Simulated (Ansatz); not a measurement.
# BrFGe: the cost of one run

All numbers are computed with the Python package of Ansatz 0.2.0. Level of theory: CAM-B3LYP/def2-SVP.

**1. Starting point**

Bond lengths: F1–Ge2 1.707 Å, Ge2–Br3 2.296 Å. Angles: F1–Ge2–Br3 108.0°.

The script holds or builds the structure itself.

**2. The script**

The input, adiabatic.py:

```python
"""How BrFGe relaxes after losing an electron."""

import itertools

import ansatz as az
from ase import Atoms
from ase.data import atomic_numbers, covalent_radii
import numpy as np

atoms = Atoms(["F", "Ge", "Br"], positions=[
    (-0.8212, 1.263, -0.3207),
    (-0.5905, -0.4277, -0.3666),
    (1.4007, -0.9001, 0.6741),
])
mol = az.Crystal.molecule_from_ase(atoms)

calc = mol.calculation()
calc = calc.basis(gaussian="def2-SVP")
calc = calc.functional("cam_b3lyp")
symbols = [site.symbol for site in mol.cartesian_sites]
start = np.array([site.position_ang for site in mol.cartesian_sites], dtype=float)
report = calc.relax(force_tolerance=0.01).run().report
end = np.array(report["positions_ang"])

minimum = az.Crystal.molecule()
for symbol, place in zip(symbols, end):
    minimum = minimum.atom(symbol, place.tolist())
ion = (
    minimum.calculation()
    .basis(gaussian="def2-SVP")  # the orbital basis, by name
    .functional("cam_b3lyp")
    .charge(1)  # electrons removed from the neutral system
    .spin("collinear", total=1)
)
vertical = ion.run().report
settled = ion.relax(force_tolerance=0.01, max_steps=80).run().report
print(f"vertical ionisation energy   {vertical['free_energy_ev'] - report['free_energy_ev']:.3f} eV")
print(f"adiabatic, no zero point     {settled['free_energy_ev'] - report['free_energy_ev']:.3f} eV")
print(f"relaxation energy of the ion {vertical['free_energy_ev'] - settled['free_energy_ev']:.3f} eV")
ionised = np.array(settled["positions_ang"])
# pairs closer than 1.2 times the sum of covalent radii, before or after
radius = [covalent_radii[atomic_numbers[s]] for s in symbols]
span = lambda where, i, j: np.linalg.norm(where[i] - where[j])
bonded = [(i, j) for i, j in itertools.combinations(range(len(symbols)), 2) if min(span(end, i, j), span(ionised, i, j)) < 1.2 * (radius[i] + radius[j])]
print("pair        before    after (A)")
for i, j in bonded:
    print(f"{symbols[i]}{i}-{symbols[j]}{j}".ljust(10), f"{span(end, i, j):8.4f} {span(ionised, i, j):8.4f}")
for first, second in list(itertools.combinations(bonded, 2)):
    shared = set(first) & set(second)
    if shared and symbols[(j := shared.pop())] != "H":
        i, k = sorted((set(first) | set(second)) - {j})
        u, v = ionised[i] - ionised[j], ionised[k] - ionised[j]
        angle = np.degrees(np.arccos(np.clip(u @ v / np.linalg.norm(u) / np.linalg.norm(v), -1, 1)))
        print(f"final angle {symbols[i]}{i}-{symbols[j]}{j}-{symbols[k]}{k}: {angle:.2f} deg")
```

**3. The calls as engine input**

The package turns the script's settings into the engine's input (first run):

```yaml
crystal:
  periodic: [false, false, false]
  atoms:
    - { symbol: F, position_ang: [-0.8212, 1.263, -0.3207] }
    - { symbol: Ge, position_ang: [-0.5905, -0.4277, -0.3666] }
    - { symbol: Br, position_ang: [1.4007, -0.9001, 0.6741] }
basis:
  gaussian:
    orbitals: def2-SVP
hamiltonian:
  xc: cam_b3lyp
relax:
  f_tol: 0.01
```

**4. The run**

Launch:

```bash
python adiabatic.py
```

What time and memory should one allow on 1 thread of Arm Neoverse V2, shared host?

About 86 s, with a peak of 0.38 GiB.
